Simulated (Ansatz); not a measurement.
Write the native input for Ansatz 0.2.0 that does the following.

```
Task                                : band structure
Functional                          : BLYP
Potentials or basis                 : Ansatz PAW
Cutoff                              : 420 eV (not typed: the program's choice for these potentials)
k mesh                              : 4 × 7 × 3
Occupations                         : fermi-dirac, width 0.05 eV
Spin                                : collinear spin, ferromagnetic start
Starting moments                    : [0.0, 0.0, 3.0, 3.0, 0.0, 0.0, 0.0, 0.0, 0.0] μB
Path                                : [["G", "Y", "H", "C", "E", "M1", "A", "X", "H1"], ["M", "D", "Z"], ["Y", "D"]]
Points for each segment of the path : 10
```

The system is CsLiCr2Te2S3.

```
Cs Li Cr Te S
1.0
     7.05684    0.00000    0.00000
     0.00000    3.98060    0.00000
    -2.67333    0.00000    8.68168
Cs Li Cr Te S
1 1 2 2 3
Direct
  0.07739 0.00000 0.37706
  0.86424 0.50000 0.78883
  0.12646 0.00000 0.94616
  0.59290 0.50000 0.97165
  0.50838 0.00000 0.15270
  0.55612 0.00000 0.74893
  0.87426 0.00000 0.68502
  0.25176 0.50000 0.84402
  0.96294 0.50000 0.05357
```

The cell was built by a generator and needn't be a form met in nature.

One way to write it, as run:

input.yaml

```yaml
crystal:
  lattice:
    - [7.05684, 0.0, 0.0]
    - [0.0, 3.9806, 0.0]
    - [-2.67333, 0.0, 8.68168]
  atoms:
    - { symbol: Cs, position: [0.07739, 0.0, 0.37706] }
    - { symbol: Li, position: [0.86424, 0.5, 0.78883] }
    - { symbol: Cr, position: [0.12646, 0.0, 0.94616], spin: 3.0 }
    - { symbol: Cr, position: [0.5929, 0.5, 0.97165], spin: 3.0 }
    - { symbol: Te, position: [0.50838, 0.0, 0.1527] }
    - { symbol: Te, position: [0.55612, 0.0, 0.74893] }
    - { symbol: S, position: [0.87426, 0.0, 0.68502] }
    - { symbol: S, position: [0.25176, 0.5, 0.84402] }
    - { symbol: S, position: [0.96294, 0.5, 0.05357] }
hamiltonian:
  xc: blyp
  pseudopotentials: { kind: paw }
magnetization:
  spin_polarized: true
kpoints:
  mp_grid: { grid: [4, 7, 3] }
  band_path:
    path:
      - [[0.0, 0.0, 0.0], [0.0, 0.0, 0.5], [-0.4222613436, 0.0, 0.659964505], [-0.5, 0.0, 0.5], [-0.5, 0.5, 0.5], [-0.5777386564, 0.5, 0.340035495], [-0.5, 0.5, 0.0], [-0.5, 0.0, 0.0], [-0.5777386564, 0.0, 0.340035495]]
      - [[-0.4222613436, 0.5, 0.659964505], [0.0, 0.5, 0.5], [0.0, 0.5, 0.0]]
      - [[0.0, 0.0, 0.5], [0.0, 0.5, 0.5]]
    npoints: 10
scf:
  occupations: { method: fermi_dirac, width: 0.05 }
  n_extra_bands: 22
output:
  forces: true
  stress: true
  eigenvalues: true
  fatbands: false
```

Potentials or basis: Ansatz PAW.

Command:

```sh
$ ansatz run input.yaml --threads 8 --pin off --max-ram 20480MiB --backend cpu --events-out ev --progress --plain --runs-dir out
```

It gave:

```yaml
Pressure: 2.8 GPa
Largest_force: 0.380 eV/Å
Band_gap_on_the_k_mesh: 0.53 eV, indirect (least direct gap 0.80 eV)
Band_gap_along_the_path: 0.51 eV, indirect (least direct gap 0.79 eV)
Net_moment: 6.00 μB per cell
Absolute_moment: 6.95 μB per cell
Site_moments: Cs +0.00; Li +0.00; Cr +2.86, +2.66; Te -0.11, -0.03; S -0.02, -0.08, -0.03 μB
```

Caveat: spin-orbit coupling is left out, which moves the levels of the heavy elements; only a ferromagnetic start was run, and an antiferromagnetic order may lie lower in energy; the PAW data sets come from PBE, with cores solved anew for the run's functional, which leaves a small shift of forces and pressure.

Wall time 34 s on 8 threads of Intel(R) Xeon(R) Platinum 8488C (Sapphire Rapids), on a shared host, peak memory 2.3 GiB.
